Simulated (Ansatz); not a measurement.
# C3H8AlN: the cost of one run

Method: the settings change from run to run; program: Ansatz 0.2.0, Gaussian basis.

### 1 The relaxed structure

The geometry comes from an earlier relaxation with PBE0-D4 in a triple-zeta def2 set; it is a stationary point, not always the lowest conformer.

SMILES `C=[N][AlH][CH2]C`, 13 atoms, charge 0, spin multiplicity 1.

Atoms are counted from 1 here; the program's logs count them from 0.

Bond lengths: C1–N2 1.242 Å, C1–H6 1.102 Å, C1–H7 1.102 Å, N2–Al3 1.753 Å, Al3–C4 1.959 Å, Al3–H8 1.585 Å, C4–C5 1.529 Å, C4–H9 1.097 Å, C4–H10 1.097 Å, C5–H11 1.094 Å, C5–H12 1.094 Å, C5–H13 1.094 Å. Angles: N2–C1–H6 122.6°, N2–C1–H7 122.6°, H6–C1–H7 114.8°, C1–N2–Al3 179.6°, N2–Al3–C4 118.6°, N2–Al3–H8 116.1°, C4–Al3–H8 125.3°, Al3–C4–C5 115.4°, Al3–C4–H9 107.6°, Al3–C4–H10 108.1°, C5–C4–H9 110.1°, C5–C4–H10 110.4°, H9–C4–H10 104.7°, C4–C5–H11 111.8°, C4–C5–H12 112.1°, C4–C5–H13 111.8°, H11–C5–H12 107.1°, H11–C5–H13 106.6° and more.

### 2 wB97X/aug-cc-pVTZ

Set apart from the defaults: unrestricted orbitals, the search for lower states set to off.

Contents of in.yaml:

```yaml
crystal:
  periodic: [false, false, false]
  atoms:
    - {symbol: C, position_ang: [0.289953, 2.083170, 2.491959]}
    - {symbol: N, position_ang: [0.469579, 1.162904, 1.677117]}
    - {symbol: Al, position_ang: [0.716619, -0.128849, 0.517501]}
    - {symbol: C, position_ang: [-0.528432, -0.291192, -0.985634]}
    - {symbol: C, position_ang: [-0.366797, -1.549205, -1.839249]}
    - {symbol: H, position_ang: [0.736537, 3.082646, 2.366627]}
    - {symbol: H, position_ang: [-0.327065, 1.962506, 3.396843]}
    - {symbol: H, position_ang: [1.958112, -1.077560, 0.784071]}
    - {symbol: H, position_ang: [-0.414727, 0.604373, -1.609761]}
    - {symbol: H, position_ang: [-1.549262, -0.226325, -0.590133]}
    - {symbol: H, position_ang: [-0.524661, -2.459724, -1.254485]}
    - {symbol: H, position_ang: [-1.075991, -1.575174, -2.672175]}
    - {symbol: H, position_ang: [0.636532, -1.622269, -2.267982]}
basis:
  gaussian: {orbitals: aug-cc-pVTZ}
magnetization: {spin_polarized: true, initial_magnetization: 0}
hamiltonian: {xc: {name: wB97X}}
scf: {lower_state_search: off}
```

The run is started by

```
$ ansatz run in.yaml --threads 4 --pin off --events-out ev --progress --plain --max-ram 10444MiB
```

Q: Estimate wall time and peak memory on 4 threads of Arm Neoverse V1, shared host.

About 24 s, with a peak of 2.4 GiB.
